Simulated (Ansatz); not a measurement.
# LuNi4B: how the settings move a calculation

How sensitive is a calculation of LuNi4B to its settings? A reference run comes first, then one run with altered input.

Program: Ansatz 0.2.0. Level of theory: reference: DFT r2SCAN, scalar-relativistic, plane waves, PAW. These are calculated values, not measurements.

10 further runs of the same task are left out: 5 that didn't finish, 5 set aside as unsound or not needed.

## 1. The structure to begin with

The structure is hexagonal, space group P6/mmm (No. 191). Conventional cell: a = 4.949 Å, b = 4.949 Å, c = 6.959 Å, α = 90.00°, β = 90.00°, γ = 120.00°. B (site symmetry -6m2) is surrounded by 6 Ni at 2.03 Å and 3 Lu at 2.86 Å. Lu (site symmetry 6/mmm) is surrounded by 18 Ni at 2.86 to 3.21 Å. Lu (site symmetry 6/mmm) has 6 B at 2.86 Å and 12 Ni at 2.86 Å in its first shell of neighbours. Ni (site symmetry -6m2) has 9 Ni at 2.49 to 2.86 Å and 3 Lu at 2.86 Å in its first shell of neighbours. Around Ni (site symmetry 2mm) lie 2 B at 2.03 Å.

Structure file:

```cif
data_structure
_symmetry_space_group_name_H-M 'P 1'
_symmetry_Int_Tables_number 1
_cell_length_a 4.9491
_cell_length_b 4.9491
_cell_length_c 6.9587
_cell_angle_alpha 90.000
_cell_angle_beta 90.000
_cell_angle_gamma 120.000
_cell_volume 147.61
loop_
_atom_site_label
_atom_site_type_symbol
_atom_site_fract_x
_atom_site_fract_y
_atom_site_fract_z
_atom_site_occupancy
B1 B 0.33333 0.66667 0.50000 1
B2 B 0.66667 0.33333 0.50000 1
Lu1 Lu 0.00000 0.00000 0.00000 1
Lu2 Lu 0.00000 0.00000 0.50000 1
Ni1 Ni 0.33333 0.66667 0.00000 1
Ni2 Ni 0.66667 0.33333 0.00000 1
Ni3 Ni 0.50000 0.00000 0.70716 1
Ni4 Ni 0.00000 0.50000 0.70716 1
Ni5 Ni 0.50000 0.50000 0.70716 1
Ni6 Ni 0.50000 0.00000 0.29284 1
Ni7 Ni 0.00000 0.50000 0.29284 1
Ni8 Ni 0.50000 0.50000 0.29284 1
```

## 2. Reference

Input file input.yaml:

```yaml
crystal:
  lattice:
    - [4.9490581, 0.0, 0.0]
    - [-2.47452905, 4.28601004, 0.0]
    - [0.0, 0.0, 6.95874761]
  atoms:
    - { symbol: B, position: [0.3333333333, 0.6666666667, 0.5] }
    - { symbol: B, position: [0.6666666667, 0.3333333333, 0.5] }
    - { symbol: Lu, position: [0.0, 0.0, 0.0] }
    - { symbol: Lu, position: [0.0, 0.0, 0.5] }
    - { symbol: Ni, position: [0.3333333333, 0.6666666667, 0.0] }
    - { symbol: Ni, position: [0.6666666667, 0.3333333333, 0.0] }
    - { symbol: Ni, position: [0.5, 0.0, 0.707164] }
    - { symbol: Ni, position: [0.0, 0.5, 0.707164] }
    - { symbol: Ni, position: [0.5, 0.5, 0.707164] }
    - { symbol: Ni, position: [0.5, 0.0, 0.292836] }
    - { symbol: Ni, position: [0.0, 0.5, 0.292836] }
    - { symbol: Ni, position: [0.5, 0.5, 0.292836] }
basis:
  ecutwfc: 500
kpoints:
  mp_grid: { grid: [9, 9, 6] }
hamiltonian:
  xc: r2scan
scf:
  occupations: { method: gaussian, width: 0.05 }
output:
  forces: true
  stress: true
  eigenvalues: true
  write_density: true
  write_potential: true
  elf: true
  volumetric_format: npy
relax:
  adjacent_minimum: "off"
  f_tol: 0.005
  max_steps: 80
  cell: { stress_tol: 0.05 }
```

Command:

```bash
> ansatz run input.yaml --threads 8 --pin off --max-ram 14336MiB --backend cpu --events-out ev --progress --plain --runs-dir out
```

Excerpt of the output:

```text
[...]
Basis set: ecut = 500 eV, 3679 PW (Γ), exchange–correlation on 160×160×216 points (64 copies of the dense FFT grid, shifted against one another)
[...]
k-points: 48 of 486
[...]
SCF iter   1: F=—  HF=-76568.309376 eV  |F-HF|=—  |Δ(HF+E_count)|=         —  Δρ=3.68e-2  dr2=1.69e0  dr2_τ=4.84e-1  ethr=1.77e-3  ⟨swp⟩=5.0  Hψ=24525  notcnv=0  defer=2
preconditioner: auto → Kerker (q_TF=auto, 2.870 Å⁻¹)  [metal: Δε(μ)=0.007 eV  Ē_g=9.676 eV  σ=0.050 eV  W_gap=0.08  n_scr=54 (ndim 8)  ℏωp=35.1 eV  f_vac=0.000  D(μ)=4.93/eV (n_scr^D=34)]
SCF iter   2: F=—  HF=-76568.691748 eV  |F-HF|=—  |Δ(HF+E_count)|=   3.82e-1  Δρ=3.06e-2  dr2=8.16e-1  dr2_τ=2.31e-2  ethr=8.43e-4  ⟨swp⟩=3.8  Hψ=12345  notcnv=0  defer=563
[...]
relax step   1: F+E_penalty+E_count = -76568.55570962 eV  Δ(F+E_penalty+E_count) = +0.000e0 eV  max|allowed force component| = 1.896e-2 eV/Å  Δτ_max = 0.0000 Å  P = -6.608 GPa  Ω = 147.607 Å³  (16 SCF iters, dr2 threshold 1.00e-7 eV, accepted)
[...]
Basis set: ecut = 500 eV, 3631 PW (Γ), exchange–correlation on 160×160×216 points (64 copies of the dense FFT grid, shifted against one another)
[...]
relax step   2: F+E_penalty+E_count = -76568.67297931 eV  Δ(F+E_penalty+E_count) = -1.173e-1 eV  max|allowed force component| = 2.840e-2 eV/Å  Δτ_max = 0.0097 Å  P = -1.955 GPa  Ω = 143.438 Å³  energy of the carried Pulay correction = +3.683e-3 eV  (11 SCF ite
[...]
relax step   3: F+E_penalty+E_count = -76568.68528002 eV  Δ(F+E_penalty+E_count) = -1.230e-2 eV  max|allowed force component| = 4.704e-3 eV/Å  Δτ_max = 0.0060 Å  P = +0.159 GPa  Ω = 141.725 Å³  energy of the carried Pulay correction = +5.227e-3 eV  (10 SCF ite
[...]
relax step   4: F+E_penalty+E_count = -76568.68523643 eV  Δ(F+E_penalty+E_count) = +4.359e-5 eV  max|allowed force component| = 2.996e-3 eV/Å  Δτ_max = 0.0005 Å  P = -0.012 GPa  Ω = 141.860 Å³  energy of the carried Pulay correction = +5.105e-3 eV  (9 SCF iter
Basis set: ecut = 500 eV, 3631 PW (Γ), exchange–correlation on 144×144×216 points (64 copies of the dense FFT grid, shifted against one another)
[...]
relax step   5: F+E_penalty+E_count = -76568.68070814 eV  Δ(F+E_penalty+E_count) = +4.528e-3 eV  max|allowed force component| = 2.909e-3 eV/Å  Δτ_max = 0.0000 Å  P = -0.045 GPa  Ω = 141.860 Å³  stress off target by 6.86e-2 GPa  SCF on the basis re-selected at 
[...]
relax step   6: F+E_penalty+E_count = -76568.68074268 eV  Δ(F+E_penalty+E_count) = -3.454e-5 eV  max|allowed force component| = 1.304e-3 eV/Å  Δτ_max = 0.0004 Å  P = +0.008 GPa  Ω = 141.828 Å³  energy of the carried Pulay correction = +2.780e-5 eV  (8 SCF iter
[...]
SCF iter   7: F=—  HF=-76568.680715 eV  |F-HF|=—  |Δ(HF+E_count)|=  4.37e-11  Δρ=6.84e-7  dr2=5.77e-10  dr2_τ=9.91e-12  ethr=1.00e-12  ⟨swp⟩=2.6  Hψ=9098  notcnv=0
SCF iter   8: F=-76568.680715 eV  HF=-76568.680715 eV  |F-HF|=0.00e0  |Δ(HF+E_count)|=  5.82e-11  Δρ=1.47e-7  dr2=1.72e-11  dr2_τ=4.01e-13  ethr=1.00e-12  ⟨swp⟩=8.6  Hψ=43979  notcnv=0
[...]
relax step   7: F+E_penalty+E_count = -76568.68071495 eV  Δ(F+E_penalty+E_count) = +2.773e-5 eV  max|allowed force component| = 1.323e-3 eV/Å  Δτ_max = 0.0000 Å  P = +0.008 GPa  Ω = 141.828 Å³  stress off target by 2.16e-2 GPa  SCF on the basis re-selected at 
[...]
SCF converged after 8 iterations
Free energy (F): -76568.680715 eV
[...]
E sigma→0 (E₀):  -76568.677553 eV
[...]
Fermi energy:    17.875227 eV
[...]
  P = ⅓ Tr σ = 0.0081 GPa (0.081 kbar)
[...]
--- Relaxed structure (5 steps of the walk, 5 accepted, 2 SCFs on fresh bases) ---
[...]
```

Wall time 2.6 min (8 threads of Arm Neoverse V1, shared host); peak memory 1.9 GiB.

## 3. Changing settings: ecutwfc 40.4 Ry

Input file input.yaml:

```yaml
crystal:
  lattice:
    - [4.8851076258, 0.0, 0.0]
    - [-2.4425538129, 4.2306273042, 0.0]
    - [0.0, 0.0, 6.8625007189]
  atoms:
    - { symbol: B, position: [0.3333333333, 0.6666666667, 0.5] }
    - { symbol: B, position: [0.6666666667, 0.3333333333, 0.5] }
    - { symbol: Lu, position: [0.0, 0.0, 0.0] }
    - { symbol: Lu, position: [0.0, 0.0, 0.5] }
    - { symbol: Ni, position: [0.3333333333, 0.6666666667, 0.0] }
    - { symbol: Ni, position: [0.6666666667, 0.3333333333, 0.0] }
    - { symbol: Ni, position: [0.5, 0.0, 0.7092974903] }
    - { symbol: Ni, position: [0.0, 0.5, 0.7092974903] }
    - { symbol: Ni, position: [0.5, 0.5, 0.7092974903] }
    - { symbol: Ni, position: [0.5, 0.0, 0.2907025097] }
    - { symbol: Ni, position: [0.0, 0.5, 0.2907025097] }
    - { symbol: Ni, position: [0.5, 0.5, 0.2907025097] }
basis:
  ecutwfc: "40.4 Ry"
kpoints:
  mp_grid: { grid: [9, 9, 6] }
hamiltonian:
  xc: r2scan
scf:
  occupations: { method: gaussian, width: 0.05 }
output:
  forces: true
  eigenvalues: true
  stress: true
```

Command:

```bash
> ansatz run input.yaml --threads 8 --pin off --max-ram 14336MiB --backend cpu --events-out ev --progress --plain --runs-dir out
```

What it wrote (excerpt; [...] marks lines left out):

```text
Warning: RAYON_NUM_THREADS=8 ignored (pool sized by the plan → 8); use --threads N
[...]
Pseudopotentials: kind: paw
Pseudopotential: B, paw, valence charge 3, recommended cutoff 500 eV (meta_gga), B.paw.azcp
Pseudopotential: Lu, paw, valence charge 25, recommended cutoff 500 eV (meta_gga), Lu.paw.azcp
Pseudopotential: Ni, paw, valence charge 18, recommended cutoff 500 eV (meta_gga), Ni.paw.azcp
Functional definition: r2SCAN
[...]
Crystal: 12 atoms, lattice volume = 141.828 Å³
Basis set: ecut = 549.6700021689576 eV, 4131 PW (Γ), exchange–correlation on 160×160×216 points (64 copies of the dense FFT grid, shifted against one another)
Bands: 120, of which v1, the nominal top of the filled ones, is band 100 counted from 1 (99 counted from 0)
Symmetry: 24 space group operations
Space group: P6/mmm (ITA 191), of the structure as read, at distance tolerance 5.2e-5 Å
k-points: 48 of 486
[...]
SCF iter   1: F=—  HF=-76568.400306 eV  |F-HF|=—  |Δ(HF+E_count)|=         —  Δρ=3.60e-2  dr2=1.52e0  dr2_τ=5.21e-1  ethr=1.77e-3  ⟨swp⟩=5.0  Hψ=24530  notcnv=0
[...]
SCF iter  16: F=-76568.692582 eV  HF=-76568.692582 eV  |F-HF|=2.51e-8  |Δ(HF+E_count)|=   1.29e-8  Δρ=4.76e-6  dr2=2.86e-8  dr2_τ=1.93e-10  ethr=5.00e-11  ⟨swp⟩=12.8  Hψ=34611  notcnv=0
[...]
SCF converged after 16 iterations
Free energy (F): -76568.692582 eV
[...]
E sigma→0 (E₀):  -76568.689420 eV
Entropy (-TS):   -0.006325 eV (-0.527 meV/atom)
Fermi energy:    17.874340 eV
[...]
--- Forces (eV/Å), atoms counted from 1 ---
  atom   1  B      0.00000000    -0.00000000     0.00000000
  atom   2  B      0.00000000     0.00000000     0.00000000
  atom   3  Lu     0.00000000     0.00000000     0.00000000
  atom   4  Lu     0.00000000    -0.00000000     0.00000000
  atom   5  Ni     0.00000000     0.00000000     0.00000000
  atom   6  Ni     0.00000000    -0.00000000     0.00000000
  atom   7  Ni     0.00000000     0.00000000     0.00092416
  atom   8  Ni     0.00000000    -0.00000000     0.00092416
[...]
--- Stress (GPa, compression-positive) ---
        0.007112       0.000000       0.000000
        0.000000       0.007112       0.000000
        0.000000       0.000000       0.025853
  P = ⅓ Tr σ = 0.0134 GPa (0.134 kbar)
--- Band table (eV; the first three rows and the last of 48) ---
[...]
```

Wall time 25 s (8 threads of Arm Neoverse V1, shared host); peak memory 2.1 GiB.

Changing the cutoff moves the energy by -1.0 meV/atom. More plane waves (549.67 against 500 eV) lower the energy, so the reference carries at least that much basis error.

## 4. All runs together

| run | ending | energy change | pressure (GPa) | gap (eV) | force (eV/Å) | cycles | time |
| --- | --- | --- | --- | --- | --- | --- | --- |
| reference | converged | 0 | 0.0 | 0.00 | 0.00 | - | 2.6 min |
| 1: ecutwfc 40.4 Ry | converged | -1.0 meV/atom | 0.0 | 0.00 | 0.00 | 16 | 25 s |

Times don't compare one to one where runs were asked for different outputs or read a saved state (see the inputs); cycles may leave out searches for a lower state.

**Reading.** Changing the cutoff moves the energy by -1.0 meV/atom. The reference leaves spin out although Ni can carry a moment, so its state need not be the lowest.

No run allows spin polarisation, though the cell holds Ni.
